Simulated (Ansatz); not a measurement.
# CH4AlClO: the cost of one run

Computed with Ansatz 0.2.0. Level: RKS SPW92 (LDA)/def2-SVP.

### 1 Reference run: CH₄AlClO, relaxed

input.yaml

```yaml
crystal:
  periodic: [false, false, false]
  atoms:
    - { symbol: Al, position_ang: [-0.553339, -1.248446, 0.298592] }
    - { symbol: H, position_ang: [-0.656466, -0.447865, -1.529609] }
    - { symbol: O, position_ang: [-0.59294, 0.315587, 1.086688] }
    - { symbol: C, position_ang: [0.12449, 0.950072, 0.113869] }
    - { symbol: H, position_ang: [-0.208963, 0.310803, -1.07628] }
    - { symbol: Cl, position_ang: [0.82515, -2.715232, 0.979333] }
    - { symbol: H, position_ang: [-0.17185, 2.009283, -0.047553] }
    - { symbol: H, position_ang: [1.234017, 0.825798, 0.17486] }
basis:
  gaussian: { orbitals: def2-SVP }
hamiltonian:
  xc: lda
output:
  forces: true
relax:
  f_tol: 0.02
  max_steps: 120
  constraints:
    - { distance: [1, 4] }
    - { distance: [0, 3] }
    - { distance: [0, 1] }
    - { distance: [3, 4] }
  escape_saddle: false
```

Run with:

```bash
> ansatz run input.yaml --threads 1 --pin off --max-ram 2560MiB --backend cpu --events-out ev --progress --plain --runs-dir out
```

**Question.** How long does this run take on 1 thread of Arm Neoverse V1, shared host, and how much memory does it need?

About 11 s, with a peak of 0.14 GiB.
